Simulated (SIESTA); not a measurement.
As2S:

```
CELL_PARAMETERS angstrom
-3.50648 3.50648 2.48592
3.50648 -3.50648 2.48592
3.50648 3.50648 -2.48592
ATOMIC_POSITIONS crystal
As 0.87500 0.12500 0.25000
As 0.87500 0.62500 0.75000
As 0.37500 0.12500 0.25000
As 0.87500 0.12500 0.75000
S 0.25000 0.75000 0.50000
S 0.50000 0.50000 0.00000
```

The cell comes from a database or a generator and needn't be the stable form of this composition.

Base run:

```yaml
Program: SIESTA 5.4.2
Functional: PBEsol
Potentials_or_basis: PseudoDojo 0.4 standard (PBEsol files)
Basis: SZP (energy shift 0.003 Ry)
Grid_cutoff: 500 Ry
Energy_shift: 0.003 Ry
k_mesh: 7 × 7 × 7
Occupations: fermi-dirac, width 0.05 eV
Spin: no spin polarisation
```

Its results: band gap on the k mesh none (metal or under the smearing width); pressure 2.8 GPa.

Question: The run is repeated on the same cell with these changes: basis from SZP (energy shift 0.003 Ry) to DZP (energy shift 0.003 Ry; two zetas on semicore shells). What comes out?

Answer: Band gap on the k mesh none (metal or under the smearing width); pressure -1.0 GPa.

Caveats: the basis of atomic orbitals isn't converged, which shifts pressures, moduli and gaps.
